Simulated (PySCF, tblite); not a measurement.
# Ge2H12N2Si2: geometry, infrared bands and NMR shifts

Wanted: the infrared bands and NMR shifts of Ge2H12N2Si2 (`[SiH3][N]([SiH3])[GeH2][NH][GeH3]`), by calculation.

The runs use tblite 0.8.0 and PySCF 2.14.0, with density-fitted response routines of our own; the level of theory stands in each step. All values are computed, except where a source is named. Atoms count from 0, in the outputs and in this text.

## 1. The molecule as given

18 atoms, charge 0, multiplicity 1; geometry from: force field or distance geometry start.

Bonds of the start (Å): Si0–N1 1.75, N1–Si2 1.77, N1–Ge3 1.85, Ge3–N4 1.88, N4–Ge5 1.88, Si0–H6 1.48, Si0–H7 1.46, Si0–H8 1.48, Si2–H9 1.48, Si2–H10 1.47, Si2–H11 1.47, Ge3–H12 1.51, Ge3–H13 1.56, N4–H14 1.06, Ge5–H15 1.56, Ge5–H16 1.55, Ge5–H17 1.55.

## 2. Optimising the geometry with GFN2-xTB

The job: settings as JSON, then the geometry in Å.

```
{"job": {"kind": "relax", "xc": "GFN2-xTB", "basis": "xTB"}, "charge": 0, "multiplicity": 1}
Si    -0.901800     1.597500    -0.566900
N     -1.037700     0.082500     0.307400
Si    -2.615600    -0.709200     0.220500
Ge     0.283200    -1.148600    -0.091500
N      1.665700    -0.871000     1.158200
Ge     2.925100     0.168500     0.227700
H     -2.128000     1.807100    -1.372700
H      0.285700     1.731000    -1.402400
H     -0.904000     2.689700     0.433100
H     -3.435200    -0.187200     1.332200
H     -2.443600    -2.166200     0.305600
H     -3.205900    -0.372900    -1.087100
H      0.814800    -1.072700    -1.505500
H     -0.340000    -2.566700     0.119200
H      1.270300    -0.267900     1.931000
H      4.314300    -0.366400     0.690400
H      2.698800    -0.011600    -1.294300
H      2.745300     1.670300     0.583600
```

Command:

```console
OMP_NUM_THREADS=1 python probes_run.py task.json out
```

This one command runs all jobs of the session in turn.

The log of the run:

```text
step      E/eV     max force
  0    -525.35874    1.481
  1    -525.47101    1.018
  2    -525.59361    1.153
  3    -525.64991    0.697
  4    -525.70614    0.783
  5    -525.74123    0.512
  6    -525.77504    0.509
  7    -525.81588    0.712
  8    -525.87844    0.948
  9    -525.93243    0.673
 10    -525.96297    0.325
 11    -525.98515    0.359
 12    -526.01216    0.639
 13    -526.04439    0.715
 14    -526.07360    0.484
 15    -526.09046    0.365
 16    -526.09713    0.524
 17    -526.10381    0.270
 18    -526.10878    0.198
 19    -526.11381    0.162
 20    -526.11722    0.190
 21    -526.12096    0.186
 22    -526.12334    0.118
 23    -526.12475    0.083
 24    -526.12570    0.079
 25    -526.12675    0.107
 26    -526.12827    0.110
 27    -526.13017    0.147
 28    -526.13188    0.134
 29    -526.13302    0.078
 30    -526.13392    0.075
 31    -526.13503    0.078
 32    -526.13613    0.074
 33    -526.13702    0.069
 34    -526.13783    0.072
 35    -526.13879    0.074
 36    -526.14000    0.084
 37    -526.14137    0.114
 38    -526.14268    0.108
 39    -526.14375    0.071
 40    -526.14456    0.071
 41    -526.14519    0.066
 42    -526.14577    0.077
 43    -526.14647    0.081
 44    -526.14733    0.068
 45    -526.14809    0.068
 46    -526.14857    0.047
 47    -526.14895    0.069
 48    -526.14955    0.097
 49    -526.15074    0.124
 50    -526.15276    0.131
 51    -526.15503    0.120
 52    -526.15657    0.076
 53    -526.15755    0.084
 54    -526.15870    0.108
 55    -526.16094    0.170
 56    -526.16464    0.216
 57    -526.16849    0.177
 58    -526.17079    0.091
 59    -526.17150    0.053
 60    -526.17182    0.055
 61    -526.17235    0.080
 62    -526.17321    0.080
 63    -526.17450    0.096
 64    -526.17509    0.067
 65    -526.17564    0.047
 66    -526.17604    0.045
 67    -526.17638    0.043
 68    -526.17672    0.057
 69    -526.17721    0.052
 70    -526.17795    0.069
 71    -526.17888    0.080
 72    -526.17975    0.078
 73    -526.18041    0.059
 74    -526.18099    0.072
 75    -526.18175    0.080
 76    -526.18286    0.079
 77    -526.18426    0.107
 78    -526.18562    0.078
 79    -526.18676    0.079
 80    -526.18754    0.073
 81    -526.18846    0.066
 82    -526.18955    0.086
 83    -526.19075    0.100
 84    -526.19192    0.144
 85    -526.19288    0.079
 86    -526.19361    0.067
 87    -526.19405    0.048
 88    -526.19447    0.070
 89    -526.19509    0.095
 90    -526.19616    0.121
 91    -526.19765    0.108
 92    -526.19902    0.069
 93    -526.19984    0.059
 94    -526.20032    0.064
 95    -526.20082    0.066
 96    -526.20173    0.072
 97    -526.20335    0.075
 98    -526.20530    0.120
 99    -526.20680    0.096
100    -526.20772    0.111
101    -526.20871    0.067
102    -526.20953    0.094
103    -526.21053    0.084
104    -526.21202    0.139
105    -526.21390    0.183
106    -526.21578    0.130
107    -526.21780    0.083
108    -526.21906    0.087
109    -526.21998    0.086
110    -526.22162    0.093
111    -526.22460    0.088
112    -526.22639    0.078
113    -526.22731    0.072
114    -526.22795    0.062
115    -526.22869    0.075
116    -526.22953    0.089
117    -526.23081    0.077
118    -526.23208    0.106
119    -526.23325    0.100
120    -526.23419    0.064
121    -526.23498    0.062
122    -526.23565    0.079
123    -526.23649    0.112
124    -526.23738    0.093
125    -526.23814    0.058
126    -526.23876    0.063
127    -526.23934    0.059
128    -526.23986    0.070
129    -526.24024    0.054
130    -526.24062    0.040
131    -526.24093    0.035
132    -526.24121    0.043
133    -526.24145    0.040
134    -526.24167    0.027
135    -526.24183    0.029
136    -526.24195    0.026
137    -526.24204    0.022
138    -526.24211    0.021
139    -526.24220    0.022
140    -526.24233    0.029
141    -526.24254    0.040
142    -526.24282    0.043
143    -526.24315    0.051
144    -526.24348    0.045
145    -526.24381    0.040
146    -526.24414    0.044
147    -526.24443    0.035
148    -526.24462    0.037
149    -526.24478    0.037
150    -526.24496    0.039
151    -526.24533    0.040
152    -526.24554    0.038
153    -526.24575    0.040
154    -526.24587    0.034
155    -526.24598    0.028
156    -526.24608    0.021
157    -526.24617    0.023
158    -526.24625    0.024
159    -526.24632    0.019
160    -526.24638    0.020
161    -526.24644    0.019
162    -526.24651    0.018
163    -526.24658    0.017
164    -526.24664    0.016
165    -526.24669    0.013
166    -526.24673    0.013
167    -526.24678    0.014
168    -526.24683    0.013
169    -526.24689    0.018
170    -526.24697    0.024
171    -526.24706    0.024
172    -526.24717    0.024
173    -526.24729    0.029
174    -526.24745    0.033
175    -526.24767    0.040
176    -526.24792    0.043
177    -526.24817    0.032
178    -526.24841    0.031
179    -526.24866    0.039
180    -526.24895    0.049
181    -526.24922    0.039
182    -526.24937    0.036
183    -526.24944    0.014
184    -526.24948    0.015
185    -526.24954    0.019
186    -526.24961    0.032
187    -526.24971    0.034
188    -526.24980    0.031
189    -526.24988    0.022
190    -526.24994    0.018
191    -526.24999    0.017
192    -526.25002    0.014
193    -526.25004    0.014
194    -526.25006    0.009
```

Run time: 3.2 s. Hardware: 1 thread of Arm Neoverse N1, shared host; peak memory 0.18 GiB.

The steps of the relaxation: (not every step is listed)

```
step  energy from step 0 (eV)  largest force (eV/Å)
   0                   0.0000                1.4807
   1                  -0.1123                1.0179
   2                  -0.2349                1.1531
   3                  -0.2912                0.6973
   4                  -0.3474                0.7826
   5                  -0.3825                0.5120
   6                  -0.4163                0.5093
   7                  -0.4571                0.7118
   8                  -0.5197                0.9481
  26                  -0.7695                0.1098
  44                  -0.7886                0.0677
  62                  -0.8145                0.0801
  80                  -0.8288                0.0729
  98                  -0.8466                0.1197
 116                  -0.8708                0.0890
 134                  -0.8829                0.0270
 152                  -0.8868                0.0379
 170                  -0.8882                0.0239
 188                  -0.8911                0.0314
 189                  -0.8911                0.0224
 190                  -0.8912                0.0180
 191                  -0.8913                0.0173
 192                  -0.8913                0.0136
 193                  -0.8913                0.0136
 194                  -0.8913                0.0087
```

Close pairs (by a distance rule), those that changed most:

```
   bond  before (Å)  after (Å)  change (Å)
 N4–Ge5       1.879      1.816      -0.064
 Ge3–N4       1.884      1.821      -0.063
Ge5–H16       1.549      1.492      -0.057
Ge5–H15       1.559      1.503      -0.056
Ge3–H13       1.563      1.508      -0.056
Ge5–H17       1.554      1.506      -0.048
 N4–H14       1.057      1.011      -0.046
 N1–Si2       1.768      1.736      -0.031
```

The final coordinates are the input of the step that follows.

## 3. Harmonic vibrations with GFN2-xTB

The job: settings as JSON, then the geometry in Å.

```
{"job": {"kind": "ir", "xc": "GFN2-xTB", "basis": "xTB"}, "charge": 0, "multiplicity": 1}
Si    -0.880371     1.354207    -1.403139
N     -1.098288    -0.179832    -0.617480
Si    -2.192446    -0.347756     0.720281
Ge     0.295357    -1.370938    -0.687885
N      1.519245    -1.098046     0.632825
Ge     2.362620     0.480886     0.937177
H     -2.220654     1.880392    -1.652391
H     -0.157634     1.093236    -2.651363
H     -0.106037     2.285919    -0.565936
H     -1.646198     0.277848     1.936605
H     -2.368636    -1.785773     0.946706
H     -3.439463     0.301849     0.326973
H      0.995544    -1.180205    -2.001941
H     -0.239883    -2.766269    -0.488182
H      1.316734    -1.606615     1.482398
H      3.529556     0.158354     1.827608
H      2.818926     1.004245    -0.383418
H      1.502870     1.504814     1.629508
```

The log of the run:

```text
mode    cm-1     km/mol
  1      26.9      0.07
  2      51.2      0.33
  3      85.6      1.05
  4      94.2      0.12
  5     105.4      0.99
  6     128.2      1.04
  7     141.8      0.55
  8     186.4      0.14
  9     192.6      0.57
 10     236.0     19.55
 11     393.0     44.68
 12     416.2     72.24
 13     444.1     15.91
 14     491.2      6.21
 15     548.4    151.02
 16     553.2     23.00
 17     572.0      6.85
 18     584.3     32.87
 19     599.7    112.67
 20     609.0     87.76
 21     669.1     53.07
 22     671.0    684.53
 23     737.1    132.29
 24     749.6      6.17
 25     763.7    172.37
 26     773.7     32.71
 27     779.1    295.06
 28     786.8     12.47
 29     792.2    346.65
 30     798.8    782.51
 31     812.4     14.41
 32     817.3    138.41
 33     844.6    161.01
 34     852.3    484.99
 35     993.8    451.74
 36    1099.3    120.83
 37    1907.5    171.76
 38    1920.9    267.39
 39    1985.1    530.07
 40    1987.2    382.03
 41    2067.0    426.16
 42    2149.4     19.28
 43    2164.7    664.10
 44    2215.4    335.52
 45    2221.6    263.52
 46    2262.2     51.00
 47    2282.1    592.52
 48    3398.8      2.08
```

Run time: 1.5 s. Hardware: 1 thread of Arm Neoverse N1, shared host; peak memory 0.18 GiB.

Which atoms move in the most intense modes:

```
cm⁻¹  km/mol                                  atoms
 671   684.5  N4 29 %, H13 18 %, H16 12 %, H12 11 %
 799   782.5   H10 23 %, H9 20 %, H7 12 %, H11 12 %
 852   485.0                                N1 37 %
 994   451.7                                N1 78 %
1985   530.1                     H15 66 %, H17 27 %
2067   426.2                               H16 86 %
2165   664.1                       H9 54 %, H8 43 %
2282   592.5                      H11 73 %, H6 23 %
```

## 4. NMR shieldings: PBE0/pcSseg-1

Settings changed since step 3:

```diff
@@ -1,2 +1,2 @@
-{"job": {"kind": "ir", "xc": "GFN2-xTB", "basis": "xTB"}, "charge": 0, "multiplicity": 1}
+{"job": {"kind": "nmr", "xc": "PBE0", "basis": "pcSseg-1"}, "charge": 0, "multiplicity": 1}
 Si    -0.880371     1.354207    -1.403139
```

Level: GIAO PBE0/pcSseg-1 NMR shielding, non-relativistic, gas phase.

The log of the run:

```text
coarse grid: 67560 points
cycle   1  E = -4848.2302410255  dE = -1.017e+00  |g| = 1.323e+00  |ddm| = 4.056e+00
cycle   2  E = -4848.0767888654  dE =  1.535e-01  |g| = 1.514e+00  |ddm| = 1.542e+00
cycle   3  E = -4848.3631431919  dE = -2.864e-01  |g| = 2.566e-01  |ddm| = 1.136e+00
cycle   4  E = -4848.3765640406  dE = -1.342e-02  |g| = 8.089e-02  |ddm| = 2.637e-01
cycle   5  E = -4848.3774914723  dE = -9.274e-04  |g| = 1.141e-02  |ddm| = 6.534e-02
cycle   6  E = -4848.3775098048  dE = -1.833e-05  |g| = 6.175e-03  |ddm| = 1.284e-02
cycle   7  E = -4848.3775176184  dE = -7.814e-06  |g| = 1.215e-03  |ddm| = 5.748e-03
final grid: 136376 points
cycle   8  E = -4848.3774792300  dE =  3.005e-07  |g| = 1.824e-03  |ddm| = 3.828e-03
cycle   9  E = -4848.3774776328  dE =  1.597e-06  |g| = 3.260e-03  |ddm| = 4.400e-03
cycle  10  E = -4848.3774799850  dE = -2.352e-06  |g| = 1.988e-04  |ddm| = 2.742e-03
cycle  11  E = -4848.3774799938  dE = -8.779e-09  |g| = 3.323e-05  |ddm| = 2.134e-04
cycle  12  E = -4848.3774799939  dE = -9.732e-11  |g| = 4.001e-06  |ddm| = 2.343e-05
converged SCF energy = -4848.3774799939

GIAO shielding tensors (ppm)
atom      isotropic    diamagn.    paramagn.     s11        s22        s33       span
  0 Si     393.793     881.601    -487.808    348.829    358.684    473.867    125.038
  1 N      244.120     336.224     -92.104    188.192    256.662    287.505     99.312
  2 Si     397.568     881.553    -483.985    353.689    365.567    473.448    119.759
  3 Ge    1329.575    2757.635   -1428.060   1207.422   1323.371   1457.932    250.511
  4 N      254.204     331.716     -77.513    230.894    247.605    284.112     53.217
  5 Ge    1466.569    2757.061   -1290.492   1346.862   1409.764   1643.082    296.220
  6 H       26.756      30.297      -3.542     22.869     24.659     32.739      9.870
  7 H       26.757      30.651      -3.894     23.284     25.123     31.863      8.580
  8 H       26.585      31.457      -4.872     22.018     26.425     31.313      9.294
  9 H       26.779      31.196      -4.417     22.404     25.734     32.198      9.794
 10 H       26.926      30.458      -3.531     23.071     25.398     32.309      9.238
 11 H       26.842      30.114      -3.272     23.084     24.719     32.723      9.639
 12 H       26.723      30.546      -3.823     20.295     22.016     37.858     17.563
 13 H       26.542      29.978      -3.435     19.762     21.502     38.363     18.601
 14 H       31.821      34.753      -2.932     21.992     29.249     44.223     22.232
 15 H       27.095      28.552      -1.457     19.734     22.052     39.498     19.764
 16 H       27.388      30.243      -2.855     20.930     23.640     37.594     16.664
 17 H       26.842      30.718      -3.875     19.392     23.404     37.730     18.338
```

Run time: 97 s. Hardware: 1 thread of Arm Neoverse N1, shared host; peak memory 0.99 GiB.

Shifts follow as δ = σ(reference) − σ, with reference shieldings (ppm) from runs at the same level and on the same kind of geometry: 1H TMS 31.72, 29Si TMS 349.2, 15N NH3 267.7, 73Ge GeMe4 1331. The references are single molecules in the gas phase, so shifts against H2O, NH3, PH3, H3PO4 or CFCl3 are not on the usual liquid scales and can be off by tens of ppm. Atoms listed in one row are averaged.

```
                   atoms                            environment  σ (ppm)  δ (ppm)
                H12, H13  hydrogen on a germanium bonded to 2 N    26.63     5.08
H6, H7, H8, H9, H10, H11      hydrogen on a silicon bonded to N    26.77     4.94
           H15, H16, H17    hydrogen on a germanium bonded to N    27.11     4.61
                     H14  hydrogen on a nitrogen bonded to 2 Ge    31.82    -0.10
                Si0, Si2               silicon bonded to N, 3 H    395.7    -46.5
                      N1            nitrogen bonded to Ge, 2 Si    244.1     23.6
                      N4             nitrogen bonded to 2 Ge, H    254.2     13.5
                     Ge3           germanium bonded to 2 N, 2 H     1330        1
                     Ge5             germanium bonded to N, 3 H     1467     -136
```

The run also stored atomic charges by several schemes (e):

```
   atoms  Mulliken    IAO  Hirshfeld  ESP fit
Si0, Si2      0.62   0.73       0.33     0.45
      N1     -1.12  -1.01      -0.35    -0.52
     Ge3      0.79   0.84       0.41     0.42
      N4     -0.93  -0.87      -0.34    -0.75
     Ge5      0.41   0.62       0.34     0.38
```

Mayer bond orders: Si0–N1 0.91, N1–Si2 0.91, N1–Ge3 0.77, Ge3–N4 0.88, N4–Ge5 0.87.

## 5. What came out

| quantity | value |
| --- | --- |
| strongest single infrared mode (GFN2-xTB) | 799 cm⁻¹, 783 km/mol |
| zero-point energy (GFN2-xTB) | 65.7 kcal/mol |
| 1H shifts against TMS (PBE0/pcSseg-1, means over atoms taken as alike) | 5.08, 4.94, 4.61, -0.10 ppm |
| 29Si shifts against TMS (PBE0/pcSseg-1, means over atoms taken as alike) | -46.5 ppm |
| 15N shifts against NH3 (PBE0/pcSseg-1) | 23.6, 13.5 ppm |
| 73Ge shifts against GeMe4 (PBE0/pcSseg-1) | 1, -136 ppm |

What this shows: Over 194 steps the energy fell by 0.891 eV; of the close pairs, N4–Ge5 changed most, 1.879 to 1.816 Å. No mode is imaginary among the 48: a minimum at this level. The strongest single mode, at 799 cm⁻¹, is spread over many atoms; the largest shares are those of H10, H9. Unscaled tight-binding wavenumbers are off by several per cent, some by more. Its intensities can rank the bands wrongly. At PBE0/pcSseg-1: Shielding is most anisotropic at Ge5 (span 296 ppm, paramagnetic term -1290 ppm). Spin-orbit coupling is left out, which matters for shieldings and couplings at and beside the heavy atoms.
